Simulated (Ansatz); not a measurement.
# C2H8GeS: a ladder of functionals and wavefunction methods

One table from this session's results is given with a row withheld; the runs are named, their logs left out.

The runs use Ansatz 0.2.0, Gaussian basis; functionals in def2-TZVPP, the program's frozen cores in correlated methods.

Levels to be run: LDA (SPW92), PBE-D4, revPBE-D4, BLYP-D4, r2SCAN-D4, B97M-V, PBE0-D4, B3LYP-D4, r2SCANh-D4, r2SCAN0-D4, HSE06-D4, BHLYP-D4, CAM-B3LYP-D4, LC-ωPBE, ωB97X-V, ωB97M-V, B2PLYP, PBE-QIDH; CCSD(T)/def2-SVP; CCSD(T)/def2-TZVPP; MP2/def2-QZVPP; extrapolation to the limit; RPA on PBE.

## Structure used throughout

An earlier PBE0-D4 in a triple-zeta def2 set relaxation fixed the geometry.

12 atoms, charge 0, spin multiplicity 1.

Atoms are counted from 1 here; the program's logs count them from 0.

Bond lengths: C1–S2 1.813 Å, C1–H5 1.090 Å, C1–H6 1.091 Å, C1–H7 1.090 Å, S2–Ge3 2.219 Å, Ge3–C4 1.952 Å, Ge3–H8 1.538 Å, Ge3–H9 1.544 Å, C4–H10 1.092 Å, C4–H11 1.090 Å, C4–H12 1.091 Å. Angles: S2–C1–H5 106.8°, S2–C1–H6 111.2°, S2–C1–H7 111.7°, H5–C1–H6 108.6°, H5–C1–H7 108.5°, H6–C1–H7 109.9°, C1–S2–Ge3 99.5°, S2–Ge3–C4 111.2°, S2–Ge3–H8 105.3°, S2–Ge3–H9 108.5°, C4–Ge3–H8 111.4°, C4–Ge3–H9 110.1°, H8–Ge3–H9 110.2°, Ge3–C4–H10 110.1°, Ge3–C4–H11 109.8°, Ge3–C4–H12 110.5°, H10–C4–H11 109.1°, H10–C4–H12 108.5° and more.

The first run:

in.yaml

```yaml
crystal:
  periodic: [false, false, false]
  atoms:
    - {symbol: C, position_ang: [0.404158, 2.019475, 0.261878]}
    - {symbol: S, position_ang: [-0.755003, 1.368297, -0.971437]}
    - {symbol: Ge, position_ang: [-1.062565, -0.668569, -0.146857]}
    - {symbol: C, position_ang: [0.582889, -1.715349, -0.219142]}
    - {symbol: H, position_ang: [0.598587, 3.058032, -0.005994]}
    - {symbol: H, position_ang: [-0.027715, 1.992676, 1.263081]}
    - {symbol: H, position_ang: [1.349436, 1.476509, 0.251643]}
    - {symbol: H, position_ang: [-2.165334, -1.295653, -1.015522]}
    - {symbol: H, position_ang: [-1.543136, -0.538092, 1.314331]}
    - {symbol: H, position_ang: [0.406101, -2.718145, 0.174290]}
    - {symbol: H, position_ang: [0.926972, -1.792417, -1.250703]}
    - {symbol: H, position_ang: [1.362610, -1.241864, 0.378633]}
basis:
  gaussian: {orbitals: def2-TZVPP}
hamiltonian: {xc: lda}
output: {orbitals: {seedname: orbitals}}
```

Steps of the session up to this table: LDA; PBE-D4 (GGA); revPBE-D4 (GGA); BLYP-D4 (GGA); r2SCAN-D4 (meta-GGA); B97M-V (meta-GGA); PBE0-D4 (hybrid); B3LYP-D4 (hybrid); r2SCANh-D4 (hybrid); r2SCAN0-D4 (hybrid); HSE06-D4 (hybrid); BHLYP-D4 (hybrid); CAM-B3LYP-D4 (range-separated); LC-ωPBE-D4 (range-separated; the results give it without D4); ωB97X-V (range-separated); ωB97M-V (range-separated); B2PLYP (double hybrid); PBE-QIDH (double hybrid).

One table of the session follows, with a row left open; its other results are not shown here.

It belongs to the step «Frontier levels by functional». 

| functional | HOMO (eV) | LUMO (eV) | gap (eV) |
| --- | --- | --- | --- |
| LDA (SPW92) | -5.50 | -0.65 | 4.85 |
| PBE-D4 | -5.41 | -0.42 | 4.98 |
| revPBE-D4 | -5.37 | -0.32 | 5.04 |
| BLYP-D4 | -5.26 | -0.34 | 4.92 |
| r2SCAN-D4 | -5.66 | -0.10 | 5.55 |
| B97M-V | -5.78 | -0.21 | 5.58 |
| PBE0-D4 | -6.61 | 0.49 | 7.10 |
| B3LYP-D4 | ? | ? | ? |
| r2SCANh-D4 | -6.10 | 0.22 | 6.32 |
| r2SCAN0-D4 | -6.78 | 0.69 | 7.46 |
| HSE06-D4 | -6.21 | 0.11 | 6.33 |
| BHLYP-D4 | -7.69 | 1.34 | 9.04 |
| CAM-B3LYP-D4 | -7.93 | 1.46 | 9.39 |
| LC-ωPBE | -9.31 | 2.70 | 12.01 |
| ωB97X-V | -8.97 | 2.52 | 11.49 |
| ωB97M-V | -8.81 | 2.23 | 11.04 |

Estimate the missing values for B3LYP-D4.

Worked estimate for «HOMO (eV)». Against the share of exact exchange, BLYP-D4 (0, -5.26), BHLYP-D4 (0.5, -7.69) give a slope of -4.86 per unit share; at 0.2 the line stands at -6.23.

The run gave: HOMO (eV): -6.38; LUMO (eV): 0.22; gap (eV): 6.60. In «HOMO (eV)» the line misses by +0.15.
